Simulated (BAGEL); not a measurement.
**FCI/STO-3G (density fitting with cc-pvqz-jkfit) run of BH2Br (SMILES BBr)**

What is the energy change on altering one bond length of BH2Br at FCI/STO-3G (density fitting with cc-pvqz-jkfit)? 

Program for the calculation: BAGEL 1.2.2.

10 further runs of the same task are left out: 10 set aside as unsound or not needed.

## Step 1: The structure to begin with

BH2Br has 4 atoms, charge 0, and is taken as a singlet. SMILES: `BBr`. Geometry: relaxed at PBE0-D4/def2-TZVP.

Bond lengths: B1–Br2 1.891 Å, B1–H3 1.188 Å, B1–H4 1.188 Å. Angles: Br2–B1–H3 117.8°, Br2–B1–H4 117.8°, H3–B1–H4 124.3°.

## Step 2: A single-point energy at FCI/STO-3G (density fitting with cc-pvqz-jkfit)

File input.json:

```json
{ "bagel": [

{
  "title": "molecule",
  "basis": "sto-3g",
  "df_basis": "cc-pvqz-jkfit",
  "angstrom": "true",
  "geometry": [
    { "atom": "B", "xyz": [   -0.153900,    0.025000,   -0.096900 ] },
    { "atom": "Br", "xyz": [    1.470100,   -0.363400,    0.790800 ] },
    { "atom": "H", "xyz": [   -1.111200,   -0.617300,    0.191700 ] },
    { "atom": "H", "xyz": [   -0.149500,    0.895400,   -0.905900 ] }
  ]
},
{
  "title": "hf"
},
{
  "title": "fci",
  "nstate": 1,
  "ncore": 10
}

]}
```

Launch:

```bash
$ BAGEL_NUM_THREADS=1 BAGEL input.json > input.out
```

The log of the run:

```text
* using 1 threads per process

  ===============================================================
  ===============================================================

  *** Geometry ***

  { "atom" : "B", "xyz" : [     -0.290829,      0.047243,     -0.183114 ] },
  { "atom" : "Br", "xyz" : [      2.778086,     -0.686726,      1.494395 ] },
  { "atom" : "H", "xyz" : [     -2.099864,     -1.166528,      0.362260 ] },
  { "atom" : "H", "xyz" : [     -0.282514,      1.692061,     -1.711903 ] },

  Number of auxiliary basis functions:      426

  Since a DF basis is specified, we compute 2- and 3-index integrals:
    o Being stored without compression. Storage requirement is 0.002 GB

  Number of basis functions:       25
  Number of electrons      :       42

    * METHOD: MOLECULE                             0.19

  *** RHF ***

  === Nuclear Repulsion ===
    67.5893265299

      * DIIS with orbital gradients will be used.

  === RHF iteration (sto-3g) ===
      0      -2570.16001410          0.01283790           0.02
      1      -2570.20652072          0.00291663           0.02
      2      -2570.20893698          0.00073308           0.02
      3      -2570.20913347          0.00008603           0.02
      4      -2570.20913742          0.00002447           0.02
      5      -2570.20913777          0.00000291           0.02
      6      -2570.20913777          0.00000016           0.02
      7      -2570.20913777          0.00000002           0.02
      8      -2570.20913777          0.00000000           0.02
    * SCF iteration converged.

    * Permanent dipole moment:
           (    0.331293,    -0.079145,     0.181250) a.u.

    * METHOD: HF                                   0.26

  ---------------------------
        FCI calculation
  ---------------------------

  Performs exactly the same way as Knowles & Handy 1984 CPL

  o alpha-beta strings
      length:          2730
  o size of the space
      determinant space:  1863225
      spin-adapted space: 496860

  o single displacement lists (alpha)
      length:         75075
  o single displacement lists (beta)
      length:         75075

     guess   0:   closed 11111111111....      open ...............

  === FCI iteration ===

      0  0     -2570.20913777     2.29e-04      7.33
      1  0     -2570.26517180     8.86e-05      7.26
      2  0     -2570.27150644     3.79e-05      7.30
      3  0     -2570.27275956     1.46e-05      7.35
      4  0     -2570.27293743     7.32e-06      7.34
      5  0     -2570.27297462     2.79e-06      7.39
      6  0     -2570.27297935     9.70e-07      7.43
      7  0     -2570.27297982     2.79e-07      7.46
      8  0     -2570.27297987     8.85e-08      7.30
      9  0     -2570.27297987     2.88e-08      7.34
     10  0     -2570.27297987     1.00e-08      7.42
     11  0     -2570.27297987     3.49e-09      7.35
     12  0     -2570.27297987     1.21e-09      7.33
     13  0     -2570.27297987     4.42e-10      7.39
     14  0     -2570.27297987     1.51e-10      7.42
     15  0 *   -2570.27297987     4.75e-11      6.98

     * ci vector, state   0, <S^2> = -0.0000
       22222222222....    -0.9743211578
       22222222.22.2..     0.0613041339
       222222222b2a...     0.0565242193
       222222222a2b...     0.0565242193
       2222222.222...2     0.0521042836
       222222222.22...     0.0510002803

    * METHOD: FCI                                119.63

  ===============================================================
```

Wall time 2 min (1 thread of Arm Neoverse N1, shared host); peak memory 3.9 GiB.

## Step 3: The distorted shape at the same level

File input.json:

```json
{ "bagel" : [

{
  "title" : "molecule",
  "basis" : "sto-3g",
  "df_basis" : "cc-pvqz-jkfit",
  "angstrom" : true,
  "geometry" : [
    { "atom" : "B", "xyz" : [      -0.965863,       0.219191,      -0.540730 ] },
    { "atom" : "Br", "xyz" : [       1.470100,      -0.363400,       0.790800 ] },
    { "atom" : "H", "xyz" : [      -1.923163,      -0.423109,      -0.252130 ] },
    { "atom" : "H", "xyz" : [      -0.961463,       1.089591,      -1.349730 ] }
  ]
},

{
  "title" : "hf"
},

{
  "title" : "fci",
  "nstate" : 1,
  "ncore" : 10
}

]}
```

Launch:

```bash
$ BAGEL_NUM_THREADS=1 BAGEL input.json > input.out
```

The log of the run:

```text
* using 1 threads per process

  ===============================================================
  ===============================================================

  *** Geometry ***

  { "atom" : "B", "xyz" : [     -1.825217,      0.414211,     -1.021832 ] },
  { "atom" : "Br", "xyz" : [      2.778086,     -0.686726,      1.494395 ] },
  { "atom" : "H", "xyz" : [     -3.634251,     -0.799560,     -0.476457 ] },
  { "atom" : "H", "xyz" : [     -1.816902,      2.059029,     -2.550620 ] },

  Number of auxiliary basis functions:      426

  Since a DF basis is specified, we compute 2- and 3-index integrals:
    o Being stored without compression. Storage requirement is 0.002 GB

  Number of basis functions:       25
  Number of electrons      :       42

    * METHOD: MOLECULE                             0.19

  *** RHF ***

  === Nuclear Repulsion ===
    47.7848621605

      * DIIS with orbital gradients will be used.

  === RHF iteration (sto-3g) ===
      0      -2569.89531456          0.01568860           0.02
      1      -2570.00175402          0.01039040           0.02
      2      -2570.02841026          0.00234311           0.02
      3      -2570.03053948          0.00038447           0.02
      4      -2570.03061268          0.00015427           0.02
      5      -2570.03062779          0.00001502           0.02
      6      -2570.03062785          0.00000109           0.02
      7      -2570.03062785          0.00000021           0.02
      8      -2570.03062785          0.00000002           0.02
      9      -2570.03062785          0.00000001           0.02
    * SCF iteration converged.

    * Permanent dipole moment:
           (    1.336015,    -0.319445,     0.730409) a.u.

    * METHOD: HF                                   0.28

  ---------------------------
        FCI calculation
  ---------------------------

  Performs exactly the same way as Knowles & Handy 1984 CPL

  o alpha-beta strings
      length:          2730
  o size of the space
      determinant space:  1863225
      spin-adapted space: 496860

  o single displacement lists (alpha)
      length:         75075
  o single displacement lists (beta)
      length:         75075

     guess   0:   closed 11111111111....      open ...............

  === FCI iteration ===

      0  0     -2570.03062785     2.24e-04      7.46
      1  0     -2570.11185778     1.05e-04      7.41
      2  0     -2570.12580382     5.36e-05      7.40
      3  0     -2570.12882234     2.04e-05      7.34
      4  0     -2570.12918172     8.75e-06      7.27
      5  0     -2570.12928847     4.19e-06      7.34
      6  0     -2570.12934507     4.19e-06      7.33
      7  0     -2570.12936795     1.96e-06      7.26
      8  0     -2570.12937112     7.29e-07      7.27
      9  0     -2570.12937154     2.57e-07      7.31
     10  0     -2570.12937160     9.10e-08      7.45
     11  0     -2570.12937160     3.25e-08      7.37
     12  0     -2570.12937161     1.14e-08      7.40
     13  0     -2570.12937161     3.80e-09      7.43
     14  0     -2570.12937161     1.55e-09      7.48
     15  0     -2570.12937161     6.69e-10      7.42
     16  0     -2570.12937161     2.77e-10      7.43
     17  0     -2570.12937161     1.10e-10      7.47
     18  0 *   -2570.12937161     5.28e-11      6.82

     * ci vector, state   0, <S^2> = -0.0000
       22222222222....    -0.9156895213
       22222222.222...     0.3213151585
       22222222b22a...    -0.0905302312
       22222222a22b...    -0.0905302312
       2222222.222...2     0.0541292942
       222222.2222.2..     0.0507791775

    * METHOD: FCI                                141.82

  ===============================================================
```

It took 2.4 min on 1 thread of Arm Neoverse N1, shared host; peak memory 4 GiB.

## Step 4: Results

Level: FCI/STO-3G (density fitting with cc-pvqz-jkfit), 10 core orbitals frozen.

| quantity | value |
| --- | --- |
| first shape: total energy | -2570.27298 Eh |
| distorted shape: total energy | -2570.12937 Eh |
| energy change with the B1–Br2 bond stretched from 1.891 to 2.837 Å | 3.908 eV |

**Reading.** With the B1–Br2 bond stretched from 1.891 to 2.837 Å the energy rises by 3.91 eV (90 kcal/mol). The first shape isn't relaxed at this level, so the change isn't measured from a minimum. The minimal basis adds a large error of its own.
